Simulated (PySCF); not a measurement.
# B⁻: dipole response in dyall-av2z

How polarisable is B⁻ at the levels listed below?

Program: PySCF 2.14.0. Level of theory: unrestricted determinants in a Gaussian basis, no spin-orbit coupling in the energies. These are calculated values, not measurements, unless marked.

**1. What is computed**

```
Element     : boron (Z = 5)
Basis       : dyall-av2z (11s7p2d, 42 functions)
Hamiltonian : the non-relativistic Hamiltonian (point nucleus)
State 1     : B⁻: [He] 2s2 2p2, high-spin 3P determinant
Methods     : UHF, PBE, PBE0, LC-wPBE, BHandHLYP
```

Outer shells as boxes (Hund's rule):

B- [He] 2s2 2p2
```
[He] core
2s [↑↓]
2p [↑ ][↑ ][  ]
```

The runs were made by one driver on top of PySCF. The scripts below sum up each run's settings (the driver also hands on starting orbitals that pick excited configurations, and frozen orbitals as a list rather than a count), and the logs come from the driver's own runs. The driver starts from symmetry-adapted Hartree-Fock orbitals, holds the occupation by maximum overlap and uses a logarithmic radial grid for functionals, so a plain start would take other cycles.

The integrals over 42 functions and the set-up took 0.08 s of CPU time.

**2. B⁻: the ladder of methods**

UHF:

input.py

```python
from pyscf import gto, scf, dft, mp, cc
import basis_set_exchange as bse
mol = gto.M(atom="B 0 0 0", charge=-1, spin=2, symmetry="D2h",
            basis=gto.basis.parse(bse.get_basis("dyall-av2z", elements=["B"], fmt="nwchem")))
mf = scf.UHF(mol)
mf.irrep_nelec = {'Ag': (2, 2), 'B1u': (1, 0), 'B2u': (1, 0)}
mf.kernel()
```

Output:

```text
damping factor = 0
level_shift factor = 0
DIIS = <class 'pyscf.scf.diis.CDIIS'>
diis_start_cycle = 1
diis_space = 10
diis_damp = 0
SCF conv_tol = 1e-09
SCF conv_tol_grad = None
number electrons alpha = 4  beta = 2
cycle= 1 E= -24.5208758174436  delta_E= -0.00218  |g|= 0.0155  |ddm|= 0.0358
cycle= 2 E= -24.5211878225394  delta_E= -0.000312  |g|= 0.00593  |ddm|= 0.0143
cycle= 3 E= -24.5212488738596  delta_E= -6.11e-05  |g|= 0.000656  |ddm|= 0.0102
cycle= 4 E= -24.5212512525939  delta_E= -2.38e-06  |g|= 0.000318  |ddm|= 0.0035
cycle= 5 E= -24.5212518346986  delta_E= -5.82e-07  |g|= 0.000123  |ddm|= 0.00216
cycle= 6 E= -24.5212519068497  delta_E= -7.22e-08  |g|= 3.14e-05  |ddm|= 0.000836
cycle= 7 E= -24.5212519098079  delta_E= -2.96e-09  |g|= 6.81e-06  |ddm|= 0.000169
cycle= 8 E= -24.521251910005  delta_E= -1.97e-10  |g|= 6.27e-07  |ddm|= 5.29e-05
converged SCF energy = -24.521251910005  <S^2> = 2.0090958  2S+1 = 3.0060577
```

It used 0.86 s of CPU time after the integrals (shared host).

Orbital energies by shell (radii are means over both spins):

| shell | electrons | mean orbital energy (eV) | spread (eV) | rms radius (bohr) |
| --- | --- | --- | --- | --- |
| 1s α | 1 | -202.14 | 0 | 0.379 |
| 1s β | 1 | -201.71 | 0 | 0.379 |
| 2s α | 1 | -8.498 | 0 | 2.37 |
| 2s β | 1 | -4.562 | 0 | 2.37 |
| 2p α | 2 | -0.777 | 0 | 3.72 |

⟨S²⟩ = 2.009, ⟨L²⟩ = 2.03.

The driver then solved the coupled dipole response at imaginary frequencies: mean α = 89.73 bohr³ (xx, yy, zz: 39.64, 114.8, 114.8), C₆ = 806.8 au for a like pair.

PBE:

input.py differs from the last one in:

```diff
@@ -4,3 +4,3 @@
             basis=gto.basis.parse(bse.get_basis("dyall-av2z", elements=["B"], fmt="nwchem")))
-mf = scf.UHF(mol)
+mf = dft.UKS(mol, xc="PBE")
 mf.irrep_nelec = {'Ag': (2, 2), 'B1u': (1, 0), 'B2u': (1, 0)}
```

Output:

```text
damping factor = 0
level_shift factor = 0
DIIS = <class 'pyscf.scf.diis.CDIIS'>
diis_start_cycle = 1
diis_space = 10
diis_damp = 0
SCF conv_tol = 1e-09
SCF conv_tol_grad = None
number electrons alpha = 4  beta = 2
XC functionals = PBE
    J. P. Perdew, K. Burke, and M. Ernzerhof.,  Phys. Rev. Lett. 77, 3865 (1996)
    J. P. Perdew, K. Burke, and M. Ernzerhof.,  Phys. Rev. Lett. 78, 1396 (1997)
    J. P. Perdew, K. Burke, and M. Ernzerhof.,  Phys. Rev. Lett. 77, 3865 (1996)
    J. P. Perdew, K. Burke, and M. Ernzerhof.,  Phys. Rev. Lett. 78, 1396 (1997)
cycle= 1 E= -24.6324440855632  delta_E= -0.00487  |g|= 0.0324  |ddm|= 0.334
cycle= 2 E= -24.6208339491874  delta_E= 0.0116  |g|= 0.0923  |ddm|= 0.332
cycle= 3 E= -24.6343312370458  delta_E= -0.0135  |g|= 0.0126  |ddm|= 0.193
cycle= 4 E= -24.6346263811513  delta_E= -0.000295  |g|= 0.000262  |ddm|= 0.0356
cycle= 5 E= -24.6346264605179  delta_E= -7.94e-08  |g|= 7.19e-05  |ddm|= 0.00071
cycle= 6 E= -24.6346264679383  delta_E= -7.42e-09  |g|= 5.58e-06  |ddm|= 0.000174
cycle= 7 E= -24.6346264679981  delta_E= -5.98e-11  |g|= 3.64e-07  |ddm|= 1.43e-05
converged SCF energy = -24.6346264679981  <S^2> = 2.0027662  2S+1 = 3.0018436
```

CPU time 0.22 s on a shared host, the integrals not counted.

At PBE the highest occupied level has a positive energy, so only the finite basis holds that electron; in a density functional this comes from self-interaction and does not mean that the real anion is unbound.

PBE0:

input.py differs from the last one in:

```diff
@@ -4,3 +4,3 @@
             basis=gto.basis.parse(bse.get_basis("dyall-av2z", elements=["B"], fmt="nwchem")))
-mf = dft.UKS(mol, xc="PBE")
+mf = dft.UKS(mol, xc="PBE0")
 mf.irrep_nelec = {'Ag': (2, 2), 'B1u': (1, 0), 'B2u': (1, 0)}
```

Output:

```text
damping factor = 0
level_shift factor = 0
DIIS = <class 'pyscf.scf.diis.CDIIS'>
diis_start_cycle = 1
diis_space = 10
diis_damp = 0
SCF conv_tol = 1e-09
SCF conv_tol_grad = None
number electrons alpha = 4  beta = 2
XC functionals = PBE0
    C. Adamo and V. Barone.,  J. Chem. Phys. 110, 6158 (1999)
    M. Ernzerhof and G. E. Scuseria.,  J. Chem. Phys. 110, 5029 (1999)
cycle= 1 E= -24.6367341341461  delta_E= -0.00374  |g|= 0.00797  |ddm|= 0.119
cycle= 2 E= -24.6368092756852  delta_E= -7.51e-05  |g|= 0.00331  |ddm|= 0.03
cycle= 3 E= -24.6368098213424  delta_E= -5.46e-07  |g|= 0.00325  |ddm|= 0.0116
cycle= 4 E= -24.6368248922702  delta_E= -1.51e-05  |g|= 9.31e-05  |ddm|= 0.00781
cycle= 5 E= -24.6368249096946  delta_E= -1.74e-08  |g|= 5.99e-06  |ddm|= 0.000466
cycle= 6 E= -24.6368249097842  delta_E= -8.96e-11  |g|= 1.54e-06  |ddm|= 2.99e-05
converged SCF energy = -24.6368249097842  <S^2> = 2.0033711  2S+1 = 3.0022466
```

It used 0.21 s of CPU time after the integrals (shared host).

At PBE0 the highest occupied level has a positive energy, so only the finite basis holds that electron; in a density functional this comes from self-interaction and does not mean that the real anion is unbound.

LC-wPBE:

input.py differs from the last one in:

```diff
@@ -4,3 +4,3 @@
             basis=gto.basis.parse(bse.get_basis("dyall-av2z", elements=["B"], fmt="nwchem")))
-mf = dft.UKS(mol, xc="PBE0")
+mf = dft.UKS(mol, xc="LC_WPBE")
 mf.irrep_nelec = {'Ag': (2, 2), 'B1u': (1, 0), 'B2u': (1, 0)}
```

Output:

```text
damping factor = 0
level_shift factor = 0
DIIS = <class 'pyscf.scf.diis.CDIIS'>
diis_start_cycle = 1
diis_space = 10
diis_damp = 0
SCF conv_tol = 1e-09
SCF conv_tol_grad = None
number electrons alpha = 4  beta = 2
XC functionals = LC_WPBE
    O. A. Vydrov and G. E. Scuseria.,  J. Chem. Phys. 125, 234109 (2006)
cycle= 1 E= -24.6433597391089  delta_E= -0.00443  |g|= 0.0162  |ddm|= 0.06
cycle= 2 E= -24.6436064704017  delta_E= -0.000247  |g|= 0.00479  |ddm|= 0.0206
cycle= 3 E= -24.6436440900774  delta_E= -3.76e-05  |g|= 0.00178  |ddm|= 0.00789
cycle= 4 E= -24.6436491484087  delta_E= -5.06e-06  |g|= 0.000411  |ddm|= 0.0036
cycle= 5 E= -24.6436498331708  delta_E= -6.85e-07  |g|= 0.00015  |ddm|= 0.00172
cycle= 6 E= -24.6436499644006  delta_E= -1.31e-07  |g|= 3.53e-05  |ddm|= 0.00109
cycle= 7 E= -24.6436499703848  delta_E= -5.98e-09  |g|= 6.69e-06  |ddm|= 0.000273
cycle= 8 E= -24.6436499704949  delta_E= -1.1e-10  |g|= 1.43e-06  |ddm|= 2.51e-05
converged SCF energy = -24.6436499704949  <S^2> = 2.0046416  2S+1 = 3.0030928
```

CPU time 2.6 s on a shared host, the integrals not counted.

The driver then solved the coupled dipole response at imaginary frequencies: mean α = 83.77 bohr³ (xx, yy, zz: 40.58, 105.4, 105.4), C₆ = 762.3 au for a like pair.

BHandHLYP:

input.py differs from the last one in:

```diff
@@ -4,3 +4,3 @@
             basis=gto.basis.parse(bse.get_basis("dyall-av2z", elements=["B"], fmt="nwchem")))
-mf = dft.UKS(mol, xc="LC_WPBE")
+mf = dft.UKS(mol, xc="BHANDHLYP")
 mf.irrep_nelec = {'Ag': (2, 2), 'B1u': (1, 0), 'B2u': (1, 0)}
```

Output:

```text
damping factor = 0
level_shift factor = 0
DIIS = <class 'pyscf.scf.diis.CDIIS'>
diis_start_cycle = 1
diis_space = 10
diis_damp = 0
SCF conv_tol = 1e-09
SCF conv_tol_grad = None
number electrons alpha = 4  beta = 2
XC functionals = BHANDHLYP
    A. D. Becke.,  J. Chem. Phys. 98, 1372 (1993)
    Defined through Gaussian implementation.
cycle= 1 E= -24.6605536656444  delta_E= -0.0029  |g|= 0.012  |ddm|= 0.0697
cycle= 2 E= -24.6607137075183  delta_E= -0.00016  |g|= 0.00727  |ddm|= 0.0419
cycle= 3 E= -24.6607709289714  delta_E= -5.72e-05  |g|= 0.00143  |ddm|= 0.0125
cycle= 4 E= -24.6607751788381  delta_E= -4.25e-06  |g|= 0.000177  |ddm|= 0.00627
cycle= 5 E= -24.6607752569353  delta_E= -7.81e-08  |g|= 2.67e-05  |ddm|= 0.00098
cycle= 6 E= -24.6607752587308  delta_E= -1.8e-09  |g|= 3.98e-06  |ddm|= 0.000149
cycle= 7 E= -24.660775258749  delta_E= -1.83e-11  |g|= 3.48e-07  |ddm|= 8.07e-06
converged SCF energy = -24.660775258749  <S^2> = 2.0043001  2S+1 = 3.0028654
```

CPU time 0.24 s on a shared host, the integrals not counted.

At BHandHLYP the highest occupied level has a positive energy, so only the finite basis holds that electron; in a density functional this comes from self-interaction and does not mean that the real anion is unbound.

Radial density 4πr²ρ of B⁻ at UHF:

| r (bohr) | density | spin density |
| --- | --- | --- |
| 0.00469 | 0.0189 | 0.000 |
| 0.00789 | 0.0519 | 0.000 |
| 0.0133 | 0.139 | 0.000 |
| 0.0223 | 0.359 | 0.000 |
| 0.0376 | 0.873 | -0.001 |
| 0.0632 | 1.92 | -0.001 |
| 0.106 | 3.55 | -0.001 |
| 0.179 | 4.99 | 0.003 |
| 0.301 | 4.44 | 0.026 |
| 0.506 | 1.98 | 0.109 |
| 0.851 | 0.934 | 0.307 |
| 1.43 | 1.50 | 0.551 |
| 2.41 | 1.17 | 0.523 |
| 4.05 | 0.382 | 0.253 |
| 6.81 | 0.0615 | 0.056 |
| 11.5 | 0.00643 | 0.006 |
| 19.3 | 1.27e-05 | 0.000 |

**3. Polarisabilities and C₆**

B⁻, in atomic units:

| method | mean α | C₆ (like pair) | S(−4) |
| --- | --- | --- | --- |
| UHF | 89.73 | 806.8 | 9713 |
| LC-wPBE | 83.77 | 762.3 | 7496 |

α(iu) at LC-wPBE:

| u (hartree) | α(iu) (bohr³) |
| --- | --- |
| 0 | 83.77 |
| 0.0500 | 69.92 |
| 0.100 | 51.75 |
| 0.200 | 31.63 |
| 0.300 | 20.99 |
| 0.500 | 10.59 |
| 0.750 | 5.524 |
| 1.00 | 3.359 |
| 1.50 | 1.618 |
| 2.00 | 0.9526 |
| 3.00 | 0.4491 |
| 5.00 | 0.1752 |

**4. What came out**

| quantity | value |
| --- | --- |
| α of B⁻ | 83.77 (LC-wPBE) to 89.73 (UHF) bohr³ |

**Reading.** A single London oscillator with the computed α and C₆ of B⁻ at UHF would have ω = 4 C₆ / (3 α²) = 0.134 hartree. All values hold for this basis alone; no basis-set limit was taken.
